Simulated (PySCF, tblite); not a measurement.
# C₃H₄F₃O₃S−: infrared bands and NMR shifts

Wanted: the infrared bands and NMR shifts of C₃H₄F₃O₃S− (`O=S(=O)([O-])CCC(F)(F)F`), by calculation.

The runs use tblite 0.8.0 and PySCF 2.14.0, with density-fitted response routines of our own; the level of theory stands in each step. All values are computed, except where a source is named. Atoms count from 0, in the outputs and in this text.

**1. Starting geometry**

14 atoms, charge -1, multiplicity 1; geometry from: GFN2-xTB.

Bonds of the start (Å): O0–S1 1.46, S1–O2 1.46, S1–O3 1.46, S1–C4 1.85, C4–C5 1.51, C5–C6 1.51, C6–F7 1.35, C6–F8 1.35, C6–F9 1.35, C4–H10 1.08, C4–H11 1.08, C5–H12 1.09, C5–H13 1.09.

**2. Vibrational analysis with GFN2-xTB**

Job settings and geometry (Å):

```
{"job": {"kind": "ir", "xc": "GFN2-xTB", "basis": "xTB"}, "charge": -1, "multiplicity": 1}
O     -1.934088    -0.523840     1.592110
S     -2.070055     0.098540     0.279335
O     -2.008996     1.556365     0.305134
O     -3.148787    -0.444399    -0.534190
C     -0.499740    -0.379241    -0.583554
C      0.535572     0.224346     0.328266
C      1.956826     0.000765    -0.115633
F      2.868137     0.557505     0.717208
F      2.301152    -1.300265    -0.193163
F      2.230873     0.516174    -1.330692
H     -0.510751     0.060528    -1.574783
H     -0.455737    -1.461782    -0.629924
H      0.395364    -0.202607     1.324198
H      0.339551     1.297439     0.393521
```

**Question.** This job is followed by: GIAO PBE0/pcSseg-1 NMR shielding, non-relativistic, gas phase. Predict these results of the whole session: strongest single infrared mode (GFN2-xTB); zero-point energy (GFN2-xTB); 13C shifts against TMS (PBE0/pcSseg-1); 1H shifts against TMS (PBE0/pcSseg-1, means over atoms taken as alike); 17O shifts against H2O (PBE0/pcSseg-1, means over atoms taken as alike); 33S shifts against CS2 (PBE0/pcSseg-1); 19F shifts against CFCl3 (PBE0/pcSseg-1, means over atoms taken as alike).

As calculated:

```
                                                                 quantity                  value
                                strongest single infrared mode (GFN2-xTB)  1170 cm⁻¹, 619 km/mol
                                             zero-point energy (GFN2-xTB)          50.3 kcal/mol
                                   13C shifts against TMS (PBE0/pcSseg-1)  140.2, 51.2, 36.4 ppm
   1H shifts against TMS (PBE0/pcSseg-1, means over atoms taken as alike)         3.21, 2.07 ppm
  17O shifts against H2O (PBE0/pcSseg-1, means over atoms taken as alike)              217.8 ppm
                                   33S shifts against CS2 (PBE0/pcSseg-1)                314 ppm
19F shifts against CFCl3 (PBE0/pcSseg-1, means over atoms taken as alike)              -85.4 ppm
```

What this shows: All 36 modes are real, so the xTB geometry is a minimum. The strongest single mode, at 1170 cm⁻¹, moves mainly S1 and O3. GFN2-xTB is a fitted tight-binding method: band positions and strengths are rough. Its intensities can rank the bands wrongly. At PBE0/pcSseg-1: The largest span, 226 ppm, is at S1, where the paramagnetic term is -859 ppm.
